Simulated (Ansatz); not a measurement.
Task: a single point from an input written key by key of ClF2H2NSi, SMILES N[Si](F)(F)Cl, with the Ansatz DFT code, driven from Python. Give the script and its output. Settings: PBE, def2-SVP basis, multiplicity 1.

Input file `input.yaml`:
```yaml
crystal:
  periodic: [false, false, false]
  atoms:
    - { symbol: "N", position_ang: [-0.6836, 0.4076, 0.7468] }
    - { symbol: Si, position_ang: [0.3422, -0.4864, -0.171] }
    - { symbol: F, position_ang: [1.5799, -0.7929, 0.7324] }
    - { symbol: F, position_ang: [-0.3339, -1.8108, -0.6014] }
    - { symbol: Cl, position_ang: [0.8941, 0.5836, -1.8297] }
    - { symbol: H, position_ang: [-1.5053, 0.7056, 0.1215] }
    - { symbol: H, position_ang: [-0.2322, 1.3253, 0.9557] }
basis:
  gaussian: { orbitals: def2-SVP }
hamiltonian:
  xc: pbe
```

The script, `clf2h2nsi.py`:
```python
# -*- coding: utf-8 -*-
'''Run ClF2H2NSi from an input written out key by key.'''

import ansatz as az


def main():
    session = az.Session.from_deck('input.yaml')
    r = session.plan(threads=1).execute().report

    print(f'E = {r["free_energy_ev"]:.6f} eV = {r["free_energy_ev"] / 27.211386246:.7f} Ha')
    print('converged:', r['converged'], ' doubts:', r['published_state_doubts'] or 'none')
    symbols = ['N', 'Si', 'F', 'F', 'Cl', 'H', 'H']
    field = r['mean_field']
    print('<S^2> =', round(abs(field['state']['spin_squared']), 4), ' all-electron relativity setting:', field['relativity'])
    print('passes:', field['passes'])
    if 'symmetry' in field:
        print('occupied orbitals by irrep:', field['symmetry']['occupied'])


if __name__ == '__main__':
    main()
```

```console
$ python clf2h2nsi.py
E = -27333.728336 eV = -1004.4959889 Ha
converged: True  doubts: none
<S^2> = 0.0  all-electron relativity setting: none
passes: {'evaluations': 16, 'products': 10}
occupied orbitals by irrep: [{'A': 29}, {'A': 29}]
```

Total energies depend on the basis set; only differences at equal settings carry meaning. The geometry is a force-field or estimated start, not a minimum of this method, and the basis set is short of its limit. Wall time of the script: 2.8 s on 1 thread of Arm Neoverse V1, with other jobs on the host, peak memory 0.16 GiB.

(A comment or docstring line of the script was reworded after the run, the code is as it ran; lines on the test bed's own set-up are left out of the output.)
